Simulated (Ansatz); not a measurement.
# TaTiAlWC4: the cost of one run

Program: Ansatz 0.2.0. Level of theory: DFT PBE, scalar-relativistic, plane waves, PAW. These are calculated values, not measurements.

## (1) The structure to begin with

The cell holds 16 atoms (C8Al2Ta2Ti2W2): a = 6.172 Å, b = 6.172 Å, c = 6.172 Å, α = 60.00°, β = 60.00°, γ = 60.00°.

The sites of an ideal rock salt lattice, at a guessed lattice constant, take 2 Ta, 2 W, 2 Al, 2 Ti; 8 C (sublattices apart by semicolons), with a shake of 0.02 Å. Warren-Cowley parameters of the first shell (negative: unlike neighbours preferred): Al-Ta -0.33, Al-Ti +0.00, Al-W +0.00, Ta-Ti +0.00, Ta-W +0.00, Ti-W -0.33. In a cell this small the draw can fall short of the order aimed at.

As a file:

```xyz
16
Lattice="-4.3640 4.3640 0.0000 -4.3640 0.0000 4.3640 0.0000 4.3640 4.3640" Properties=species:S:1:pos:R:3 pbc="T T T"
C    -6.5500    6.5606    6.5160
C    -4.3763    4.4055    6.5694
C    -4.3855    6.5389    4.3779
C    -6.5744    4.3608    4.3988
C    -2.1994    4.3832    4.3770
C    -4.4137    2.1469    4.3688
C    -4.3768    4.3529    2.1973
C    -2.2058    2.1845    2.1821
Al   -8.7070    6.5527    6.5388
Al   -4.3530    4.3632    4.3461
Ti   -4.3647    6.5519    6.5318
Ti   -6.5422    6.5598    4.3986
Ta   -2.2087    6.5508    4.3465
Ta   -2.2161    4.3547    2.1796
W    -4.3566    8.7083    4.3738
W    -6.5800    8.7088    6.5729
```

## (2) Relaxing on a coarse mesh

A cheap relaxation: coarse mesh, no symmetry, loose thresholds.

Input file input.yaml:

```yaml
crystal:
  lattice:
    - [-4.36405, 4.36405, 0.0]
    - [-4.36405, 0.0, 4.36405]
    - [0.0, 4.36405, 4.36405]
  atoms:
    - { symbol: C, position: [0.755557294, 0.7453506702, 0.7477613416] }
    - { symbol: C, position: [0.2534755025, 0.7493289689, 0.7560251169] }
    - { symbol: C, position: [0.7500360952, 0.2548730593, 0.7483100023] }
    - { symbol: C, position: [0.7489003643, 0.7575929178, 0.2503639449] }
    - { symbol: C, position: [0.2527077024, 0.2512818875, 0.7516779901] }
    - { symbol: C, position: [0.2511235677, 0.7602420969, 0.2408377217] }
    - { symbol: C, position: [0.7484222436, 0.2544992359, 0.2490113636] }
    - { symbol: C, position: [0.2529984898, 0.2524436541, 0.2475704629] }
    - { symbol: Al, position: [0.999186169, 0.9959881354, 0.5023389675] }
    - { symbol: Al, position: [0.5006882102, 0.4967685097, 0.4991216095] }
    - { symbol: Ti, position: [0.5023757215, 0.4977662952, 0.9989629014] }
    - { symbol: Ti, position: [0.9971693652, 0.5019515104, 0.5059656177] }
    - { symbol: Ta, position: [0.5056148432, 0.0004987908, 0.9954698113] }
    - { symbol: Ta, position: [0.5031147073, 0.0046941509, 0.4947401679] }
    - { symbol: W, position: [0.9957704571, 0.0025236768, 0.9996999854] }
    - { symbol: W, position: [0.9985988708, 0.5091757507, 0.9969793164] }
  symmetry: { detect: false }
basis:
  ecutwfc: 420
kpoints:
  mp_grid: { grid: [3, 3, 3], shift: [0.0, 0.0, 0.0] }
hamiltonian:
  xc: pbe
scf:
  occupations: { method: gaussian, width: 0.1 }
  lower_state_search: "off"
output:
  forces: true
  stress: true
  eigenvalues: true
relax:
  adjacent_minimum: "off"
  f_tol: 0.04
  max_steps: 50
  cell: { stress_tol: 0.3 }
```

On the command line:

```
$ ansatz run input.yaml --threads 4 --pin off --max-ram 9216MiB --backend cpu --events-out ev --progress --plain --runs-dir out
```

**Question.** How long does this run take on 4 threads of Intel Xeon 6975P-C (Granite Rapids), shared host, and how much memory does it need?

About 16 s, with a peak of 0.8 GiB.
